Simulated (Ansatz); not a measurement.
# CuRe2: the cost of one run

Computed with Ansatz 0.2.0 (DFT PBE, scalar-relativistic, plane waves, PAW, unless a step's input says otherwise).

1 further run of the same task is left out (it didn't finish).

## Step 1: The starting structure

Symmetry: P6/mmm, No. 191, hexagonal system. The conventional cell has a = 3.980 Å, b = 3.980 Å, c = 2.800 Å, α = 90.00°, β = 90.00°, γ = 120.00°. Around Cu (site symmetry 6/mmm) lie 12 Re at 2.69 Å and 2 Cu at 2.80 Å. Around Re (site symmetry -6m2) lie 3 Re at 2.30 Å.

As a file:

```xyz
3
Lattice="3.9803 0.0000 0.0000 -1.9901 3.4470 0.0000 0.0000 0.0000 2.7996" Properties=species:S:1:pos:R:3 pbc="T T T"
Cu    0.0000    0.0000    0.0000
Re    0.0000    2.2980    1.3998
Re    1.9901    1.1490    1.3998
```

This is candidate A: TbCd2 type (P6/mmm, No. 191).

(A quick probe on a coarse mesh, which set the mesh and smearing, is not shown.)

## Step 3: Coarse relaxation (candidate A)

input.yaml

```yaml
crystal:
  lattice:
    - [3.9802724129, 0.0, 0.0]
    - [-1.9901362065, 3.4470170236, 0.0]
    - [0.0, 0.0, 2.7995811229]
  atoms:
    - { symbol: Cu, position: [0.0, 0.0, 0.0] }
    - { symbol: Re, position: [0.3333333333, 0.6666666667, 0.5] }
    - { symbol: Re, position: [0.6666666667, 0.3333333333, 0.5] }
basis:
  ecutwfc: 420
kpoints:
  mp_grid: { grid: [6, 6, 6] }
hamiltonian:
  xc: pbe
scf:
  occupations: { method: gaussian, width: 0.1 }
  lower_state_search: "off"
output:
  forces: true
  stress: true
  eigenvalues: true
relax:
  adjacent_minimum: "off"
  f_tol: 0.04
  max_steps: 70
  cell: { stress_tol: 0.4 }
```

Run with:

```bash
> ansatz run input.yaml --threads 1 --pin off --max-ram 2560MiB --backend cpu --events-out ev --progress --plain --runs-dir out
```

**Question.** How long does this run take on 1 thread of Intel Xeon 6975P-C (Granite Rapids), shared host, and how much memory does it need?

About 9.5 s, with a peak of 0.4 GiB.
